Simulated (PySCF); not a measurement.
# BBr4: the cost of one run

Computed with PySCF 2.14.0 and routines of our own; the level stands in each step. Atoms count from 0.

## Step 1: The system as given

5 atoms, charge -1, multiplicity 1; geometry from: GFN2-xTB.

## Step 2: Optimising the geometry at PBE0-D3(BJ)/def2-SVP

Job settings and geometry (Å):

```
{"job": {"xc": "PBE0", "basis": "def2-SVP", "d3": "d3bj", "grid": 1, "maxiter": 30, "shake": 0.01, "kind": "geom"}, "charge": -1, "multiplicity": 1}
Br    -1.342040    -0.878640     1.230910
B     -0.004260    -0.004110    -0.005880
Br     1.461660     0.828860     1.093390
Br    -0.862770     1.437310    -1.118340
Br     0.780980    -1.417400    -1.237970
```

On the command line:

```console
OMP_NUM_THREADS=1 python heavy_run.py task.json out
```

The driver reads the jobs from task.json and runs them one after another.

**Question.** How long does this first job take on 1 thread of Arm Neoverse V2, shared host, and how much memory does it need?

About 64 s, with a peak of 0.7 GiB.
